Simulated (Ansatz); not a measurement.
# C2H10BNS: the cost of one run

Program: Ansatz 0.2.0. Level of theory: RKS revPBE/6-31G*. These are calculated values, not measurements.

## (1) Starting point

Bond lengths: B1–N2 1.803 Å, B1–C3 1.585 Å, B1–C4 1.583 Å, B1–S6 2.206 Å, N2–H7 1.009 Å, N2–H8 1.008 Å, C3–H9 1.089 Å, C3–H10 1.089 Å, C3–H11 1.089 Å, C4–H12 1.087 Å, C4–H13 1.088 Å, C4–H14 1.088 Å, S6–H15 1.327 Å. Angles (14 of 22 angles, heavy atoms first): N2–B1–C3 110.0°, N2–B1–C4 110.9°, N2–B1–S6 87.4°, C3–B1–C4 123.1°, C3–B1–S6 111.0°, C4–B1–S6 108.7°, B1–N2–H7 115.8°, B1–N2–H8 115.0°, B1–C3–H9 111.7°, B1–C3–H10 110.4°, B1–C3–H11 113.4°, B1–C4–H12 111.2°, B1–C4–H13 112.8°, B1–C4–H14 111.4°.

Structure file:

```xyz
15

B     0.0205   -0.1862   -0.0948
N     0.1772    1.6022    0.0746
C    -1.2511   -0.6966    0.7028
C     0.3555   -0.6454   -1.5720
H     1.2809    1.3002    0.7647
S     1.8461   -0.3629    1.1311
H     0.3472    2.1106   -0.7799
H    -0.5309    2.0402    0.6429
H    -1.3048   -1.7838    0.7220
H    -2.1644   -0.3448    0.2261
H    -1.2785   -0.3567    1.7366
H     0.4502   -1.7268   -1.6353
H     1.2864   -0.2225   -1.9433
H    -0.4326   -0.3575   -2.2653
H     1.1985   -0.3699    2.2899
```

## (2) Pulling towards end A

Springs on the bonds that form and break draw the guess towards this end; the thresholds are loose.

File input.yaml:

```yaml
crystal:
  periodic: [false, false, false]
  atoms:
    - { symbol: B, position_ang: [0.0205, -0.1862, -0.0948] }
    - { symbol: "N", position_ang: [0.1772, 1.6022, 0.0746] }
    - { symbol: C, position_ang: [-1.2511, -0.6966, 0.7028] }
    - { symbol: C, position_ang: [0.3555, -0.6454, -1.572] }
    - { symbol: H, position_ang: [1.2809, 1.3002, 0.7647] }
    - { symbol: S, position_ang: [1.8461, -0.3629, 1.1311] }
    - { symbol: H, position_ang: [0.3472, 2.1106, -0.7799] }
    - { symbol: H, position_ang: [-0.5309, 2.0402, 0.6429] }
    - { symbol: H, position_ang: [-1.3048, -1.7838, 0.722] }
    - { symbol: H, position_ang: [-2.1644, -0.3448, 0.2261] }
    - { symbol: H, position_ang: [-1.2785, -0.3567, 1.7366] }
    - { symbol: H, position_ang: [0.4502, -1.7268, -1.6353] }
    - { symbol: H, position_ang: [1.2864, -0.2225, -1.9433] }
    - { symbol: H, position_ang: [-0.4326, -0.3575, -2.2653] }
    - { symbol: H, position_ang: [1.1985, -0.3699, 2.2899] }
basis:
  gaussian: { orbitals: "6-31G*" }
hamiltonian:
  xc: revpbe
relax:
  f_tol: 0.15
  max_steps: 25
  restrain:
    - { distance: [0, 5], at: 3.19, k: 30.0 }
    - { distance: [4, 1], at: 2.32, k: 30.0 }
    - { distance: [0, 1], at: 1.55, k: 30.0 }
    - { distance: [4, 5], at: 1.36, k: 30.0 }
```

The run is started by

```
> ansatz run input.yaml --threads 2 --pin off --max-ram 3072MiB --backend cpu --events-out ev --progress --plain --runs-dir out
```

**Question.** How long does this run take on 2 threads of Intel Xeon Platinum 8175M at 2.50GHz (Skylake/Cascade Lake), shared host, and how much memory does it need?

About 26 s, with a peak of 0.18 GiB.
